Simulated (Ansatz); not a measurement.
Run this with Ansatz 0.2.0, Python API and show what comes out.

Script `torsion_c2h7nsi.py`:
```python
"""Rigid torsion scan of C2H7NSi."""

import warnings

import ansatz
from ase import Atoms

warnings.simplefilter("ignore", ansatz.DeckWarning)

atoms = Atoms(["C", "N", "Si", "C", "H", "H", "H", "H", "H", "H", "H"], positions=[
    (-0.873, 1.9498, 0.4167),
    (-0.161, 1.1865, -0.2474),
    (-0.1646, -0.4565, 0.2966),
    (1.0984, -1.3677, -0.7851),
    (-0.9729, 3.0441, 0.0756),
    (-1.5482, 1.7342, 1.2723),
    (0.3406, -0.4559, 1.728),
    (-1.475, -0.972, 0.2303),
    (0.7022, -1.3308, -1.7837),
    (1.0944, -2.4296, -0.4655),
    (2.0245, -0.9591, -0.7173),
])

# relax first, so that the scan starts from a minimum
first = (
    ansatz.Crystal.molecule_from_ase(atoms).calculation()
    .basis(gaussian="6-31G*")
    .functional("R2SCAN0")
    .relax(force_tolerance=0.02, max_steps=80)
)
atoms.positions = first.run().report["positions_ang"]

start = atoms.get_dihedral(1, 2, 3, 8)
energies = {}
for turn in range(0, 121, 20):
    turned = atoms.copy()
    turned.set_dihedral(1, 2, 3, 8, start + turn, indices=[3, 8, 9, 10])
    setup = (
        ansatz.Crystal.molecule_from_ase(turned).calculation()
        .basis(gaussian="6-31G*")
        .functional("R2SCAN0")
    )
    energies[round((start + turn) % 360)] = setup.run().report["free_energy_ev"]
floor = min(energies.values())
print("dihedral N1-Si2-C3-H8 (deg)   E - E(min) (eV)")
for angle, e in sorted(energies.items()):
    print(f"{angle:8d} {(e - floor):14.3f}  " + "#" * int(30 * (e - floor) / max(max(energies.values()) - floor, 1e-9)))
```

Output of `python torsion_c2h7nsi.py`:
```text
dihedral N1-Si2-C3-H8 (deg)   E - E(min) (eV)
       3          0.059  ##############################
      23          0.044  ######################
      43          0.015  #######
      63          0.000
     303          0.000
     323          0.014  #######
     343          0.044  ######################
```

The scan is rigid and the energies are electronic, in a modest basis. With rigid groups the curve can differ much from the relaxed path, the start wasn't checked as a minimum of this torsion, and equivalent turns needn't return to the same energy. Wall time of the script: 110 s on 1 thread of Arm Neoverse V1, with other jobs on the host, peak memory 0.25 GiB.
